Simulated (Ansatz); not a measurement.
## Cu: relaxation of the atoms with PBEsol

The system is Cu, a slab with vacuum.

```
Cu
1.0
     2.55619    0.00000    0.00000
     0.00000    2.55619    0.00000
     0.00000    0.00000   25.84500
Cu
7
Cartesian
  1.2781 1.2781 7.5000
  0.0000 0.0000 9.3075
  1.2781 1.2781 11.1150
  0.0000 0.0000 12.9225
  1.2781 1.2781 14.7300
  0.0000 0.0000 16.5375
  1.2781 1.2781 18.3450
```

The slab is cut from a database's or a generator's crystal, which needn't be the stable form of the element.

The cell isn't the ideal one: the (1 0 0) slab of Cu, cut from the database cell, not relaxed.

```yaml
Program: Ansatz 0.2.0
Task: relaxation of the atoms
Functional: PBEsol
Potentials_or_basis: Ansatz PAW
Cutoff: "420 eV (not typed: the program's choice for these potentials)"
k_mesh: 10 × 10 × 1
Occupations: fermi-dirac, width 0.05 eV
Spin: no spin polarisation
Boundary_along_the_surface_normal: dipole_correction
Atoms_held_counted_from_0: "[0, 1, 2]"
Miller: "[1, 0, 0]"
Bulk_formula: Cu
```

| Item | Value |
| --- | --- |
| Energy gained by relaxing | 7.8 meV/atom |
| Ionic steps | 4 |
| Largest force after relaxing | 0.475 eV/Å |
| Band gap on the k mesh | none (metal or under the smearing width) |
| Work function of the upper face | 4.69 eV |
| Work function of the lower face | 4.71 eV |
| Dipole across the slab | 0.001 e·Å |

Forces in eV/Å, atoms in the order of the input:
```
Cu   0.000  0.000  0.475
Cu   0.000  0.000 -0.225
Cu   0.000  0.000 -0.250
Cu   0.000  0.000 -0.001
Cu   0.000  0.000  0.000
Cu   0.000  0.000  0.000
Cu   0.000  0.000  0.000
```

The path:
```csv
step,energy change (eV),largest force (eV/Å)
1,0.0000,0.4707
2,-0.0336,0.4721
3,-0.0546,0.4750
4,-0.0548,0.4748
```

Final structure:
```
Cu
1.0
     2.55619    0.00000    0.00000
     0.00000    2.55619    0.00000
     0.00000    0.00000   25.84500
Cu
7
Direct
  0.50000 0.50000 0.29019
  0.00000 0.00000 0.36013
  0.50000 0.50000 0.43006
  0.00000 0.00000 0.49749
  0.50000 0.50000 0.56501
  0.00000 0.00000 0.63276
  0.50000 0.50000 0.69807
```

Levels at points of the mesh, in eV from the Fermi level:
| k point | band 64 | band 65 | band 66 | band 67 | band 68 | band 69 | band 70 | band 71 |
| --- | --- | --- | --- | --- | --- | --- | --- | --- |
| (0.00, 0.00, 0.00) | -1.49 | -1.43 | -1.39 | -1.39 | -1.39 | -0.93 | 0.53 | 1.55 |
| (0.00, -0.50, 0.00) | -0.75 | -0.59 | -0.40 | -0.29 | -0.23 | -0.08 | 0.00 | 3.26 |
| (-0.50, -0.50, 0.00) | 1.74 | 1.74 | 2.94 | 2.94 | 4.41 | 4.41 | 6.20 | 6.20 |

Run time: 53 s on 4 threads of Arm Neoverse V2 (shared host), peak memory 0.68 GiB.

Caveat: the PAW data sets come from PBE, with cores solved anew for the run's functional, which leaves a small shift of forces and pressure.
